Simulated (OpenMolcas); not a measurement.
# Ru⁴⁺ among point charges: CASSCF and CASPT2 levels and susceptibility

Aim: the splitting of the states of Ru⁴⁺ in the field of 6 point charges, its lowest levels with spin-orbit coupling and its magnetic susceptibility.

Method: state-averaged CASSCF and CASPT2, spin-orbit coupling by RASSI with atomic mean-field integrals. Code: OpenMolcas 26.06.

## Step 1: The atom as given

```
Species                           : Ru⁴⁺ (ruthenium, Z = 44, 40 electrons)
Basis                             : ANO-RCC-VTZP [7s6p4d2f1g], 68 functions
Scalar Hamiltonian                : DKH2, point nucleus
Inactive shells                   : 1s 2s 2p 3s 3p 3d 4s 4p
Active space                      : 4 electrons in 5 orbitals (4d)
Some configurations of this space : 4d⁴
Orbitals                          : optimised for each spin and parity, averaged over all roots
```

Outer shells as boxes (Hund's rule):

4d4
```
4d [↑ ][↑ ][↑ ][↑ ][  ]
```

The ion sits among 6 point charges of -1.7 e arranged as a tetragonal octahedron (D4h), 1.81 Å from the ion, with the axial distance 2.154 Å.

Each step is its own input file, run in one work folder so that later steps find the files of earlier ones. Labels, J, g values, rates, χT and fits are worked out afterwards by a script from the matrices that RASSI stores. The input lists half of the charges; inversion (Group=XYZ) makes the rest.

## Step 2: One- and two-electron integrals

File a.inp:

```
&GATEWAY
Coord
1

Ru 0.0 0.0 0.0
Basis=ANO-RCC-VTZP
Group=XYZ
NoMove
AngMom=0.0 0.0 0.0
AMFI
XField
3 Angstrom 0
1.810000 0.000000 0.000000 -1.700000
0.000000 1.810000 0.000000 -1.700000
0.000000 0.000000 2.153900 -1.700000
&SEWARD
```

Command:

```
> OMP_NUM_THREADS=1 MOLCAS_MEM=1689 MOLCAS_PROJECT=a pymolcas a.inp > a.log
```

## Step 3: CASSCF: quintets of even parity, 5 roots

File a.inp:

```
&RASSCF
FileOrb=start.orb
Symmetry=1
Spin=5
nActEl=4 0 0
Inactive=9 9
Ras2=5 0
CIRoot=5 5 1
SDav=5
CIMx=300
Iter=120 100
PrWF=0.3
OrbListing=Nothing
MaxOrb=0
>>> COPY $Project.JobIph JOB001
```

start.orb holds the contracted functions of the basis, ordered by shell, or the orbitals of the step before.

## Step 4: Reference wave functions, triplets of even parity, 45 roots

File a.inp:

```
&RASSCF
FileOrb=start.orb
Symmetry=1
Spin=3
nActEl=4 0 0
Inactive=9 9
Ras2=5 0
CIRoot=45 45 1
SDav=45
CIMx=300
Iter=120 100
PrWF=0.3
OrbListing=Nothing
MaxOrb=0
>>> COPY $Project.JobIph JOB002
```

## Step 5: Reference wave functions, singlets of even parity, 50 roots

File a.inp:

```
&RASSCF
FileOrb=start.orb
Symmetry=1
Spin=1
nActEl=4 0 0
Inactive=9 9
Ras2=5 0
CIRoot=50 50 1
SDav=50
CIMx=300
Iter=120 100
PrWF=0.3
OrbListing=Nothing
MaxOrb=0
>>> COPY $Project.JobIph JOB003
```

## Step 6: State interaction with spin-orbit coupling

File a.inp:

```
&RASSI
NrOfJobIphs=3 5 45 50
1 2 3 4 5
1 2 3 4 5 6 7 8 9 10 11 12 13 14 15 16 17 18 19 20 21 22 23 24 25 26 27
28 29 30 31 32 33 34 35 36 37 38 39 40 41 42 43 44 45
1 2 3 4 5 6 7 8 9 10 11 12 13 14 15 16 17 18 19 20 21 22 23 24 25 26 27
28 29 30 31 32 33 34 35 36 37 38 39 40 41 42 43 44 45 46 47 48 49 50
IphNames
JOB001
JOB002
JOB003
EJob
SpinOrbit
DIPRint=1.0
SOCoupling=1000.0
Subsets=2
Property=9
'ANGMOM' 1 'ANGMOM' 2 'ANGMOM' 3 'MLTPL  1' 1 'MLTPL  1' 2 'MLTPL  1' 3
'AMFI' 1 'AMFI' 2 'AMFI' 3
SOProperty=3
'ANGMOM' 1 'ANGMOM' 2 'ANGMOM' 3
```

## Step 7: CASPT2: IPEA 0.25, imaginary shift 0.1 (closed shells correlated: 4s 4p)

File a.inp:

```
>>> COPY JOB001 $Project.JobIph
&CASPT2
Multistate=5 1 2 3 4 5
NoMult
Frozen=8 6
IPEA=0.25
Imaginary=0.1
MaxIter=60
WThr=0.0 0.3 0.05
PrWF=0.5
NoMix
>>> COPY JOB002 $Project.JobIph
&CASPT2
Multistate=45 1 2 3 4 5 6 7 8 9 10 11 12 13 14 15 16 17 18 19 20 21 22
23 24 25 26 27 28 29 30 31 32 33 34 35 36 37 38 39 40 41 42 43 44 45
NoMult
Frozen=8 6
IPEA=0.25
Imaginary=0.1
MaxIter=60
WThr=0.0 0.3 0.05
PrWF=0.5
NoMix
>>> COPY JOB003 $Project.JobIph
&CASPT2
Multistate=50 1 2 3 4 5 6 7 8 9 10 11 12 13 14 15 16 17 18 19 20 21 22
23 24 25 26 27 28 29 30 31 32 33 34 35 36 37 38 39 40 41 42 43 44 45 46
47 48 49 50
NoMult
Frozen=8 6
IPEA=0.25
Imaginary=0.1
MaxIter=60
WThr=0.0 0.3 0.05
PrWF=0.5
NoMix
```

(Steps that only read results are left out.)

What does the calculation give? Wanted: spin-free ground state; first state of the same spin within the active space; lowest level; next level.

**Answer**, as computed:

| quantity | value |
| --- | --- |
| method | SS-CASPT2, IPEA 0.25, imaginary shift 0.1 (closed shells correlated: 4s 4p) |
| spin-free ground state | 5B1, 1-fold in its orbital part |
| first state of the same spin within the active space | 5B2 at 9910 cm⁻¹ |
| lowest level | 1-fold A1 |
| next level | 11.4 cm⁻¹ |
| χT at 300 K | 2.50 cm³ K/mol |
| effective moment at 300 K | 4.47 μB |

Cost by method:

```csv
method,time of its own steps,time with the reference
A. CASSCF,26 s,26 s
"B. SS-CASPT2, IPEA 0.25, imaginary shift 0.1, +4s 4p",13 s,40 s
```

Times are of one thread on a shared host.

The spin-free ground state (5B1) comes to 100 % from free-ion D terms and keeps the highest spin of the shell. χT at 300 K is 2.50, against 3.01 cm³ K/mol for the spin alone, so spin-orbit coupling lowers it. An active space of the d shell alone favours high spin; real ions in strong fields can be low spin. The field of point charges can differ much from that of real complexes. With metal d orbitals alone active, the gaps between spin states are rough; where two lie within a few thousand cm-1, their order is open. Point charges carry no covalency, so the field is a model and not that of real ligands.
